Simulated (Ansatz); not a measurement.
# AlGa2N3: the cost of one run

Computed with Ansatz 0.2.0 (DFT PBE, scalar-relativistic, plane waves, PAW, unless a step's input says otherwise).

### Step 1. The structure to begin with

Symmetry: I4/mmm, No. 139, tetragonal system. The conventional cell has a = 3.403 Å, b = 3.403 Å, c = 14.436 Å, α = 90.00°, β = 90.00°, γ = 90.00°. Around Al (site symmetry 4/mmm) lie 6 N at 2.41 Å. Around Ga (site symmetry 4mm) lie 6 N at 2.41 Å. N (site symmetry 4mm) is surrounded by 5 Ga at 2.41 Å and 1 Al at 2.41 Å. N (site symmetry 4/mmm) is surrounded by 4 Al at 2.41 Å and 2 Ga at 2.41 Å.

As a file:

```cif
data_structure
_symmetry_space_group_name_H-M 'I4/mmm'
_symmetry_Int_Tables_number 139
_cell_length_a 3.4027
_cell_length_b 3.4027
_cell_length_c 14.4363
_cell_angle_alpha 90.000
_cell_angle_beta 90.000
_cell_angle_gamma 90.000
_cell_volume 167.15
loop_
_atom_site_label
_atom_site_type_symbol
_atom_site_symmetry_multiplicity
_atom_site_Wyckoff_symbol
_atom_site_fract_x
_atom_site_fract_y
_atom_site_fract_z
_atom_site_occupancy
Al1 Al 2 a 0.00000 0.00000 0.00000 1
Ga1 Ga 4 e 0.50000 0.50000 0.16667 1
N1 N 4 e 0.00000 0.00000 0.16667 1
N2 N 2 b 0.50000 0.50000 0.00000 1
```

The start is an ordering of an alloy on its end members' structure types: elements ordered on the sites of the AlN type, Al/Ga on Al (I4/mmm, No. 139).

### Step 2. A first look at the guess

The input, input.yaml:

```yaml
crystal:
  lattice:
    - [-1.70133527, 1.70133527, 7.21815423]
    - [1.70133527, -1.70133527, 7.21815423]
    - [1.70133527, 1.70133527, -7.21815423]
  atoms:
    - { symbol: Al, position: [0.0, 0.0, 0.0] }
    - { symbol: Ga, position: [0.66666667, 0.66666667, 0.0] }
    - { symbol: Ga, position: [0.33333333, 0.33333333, 0.0] }
    - { symbol: "N", position: [0.16666667, 0.16666667, 0.0] }
    - { symbol: "N", position: [0.83333333, 0.83333333, 0.0] }
    - { symbol: "N", position: [0.5, 0.5, 0.0] }
basis:
  ecutwfc: 420
kpoints:
  mp_grid: { grid: [8, 8, 8] }
hamiltonian:
  xc: pbe
scf:
  occupations: { method: gaussian, width: 0.1 }
  lower_state_search: "off"
output:
  forces: true
  stress: true
  eigenvalues: true
```

The run is started by

```
$ ansatz run input.yaml --threads 1 --pin off --max-ram 2560MiB --backend cpu --events-out ev --progress --plain --runs-dir out
```

What time and memory should one allow on 1 thread of Intel Xeon at 2.50GHz (Skylake/Cascade Lake), shared host?

About 16 s, with a peak of 0.42 GiB.
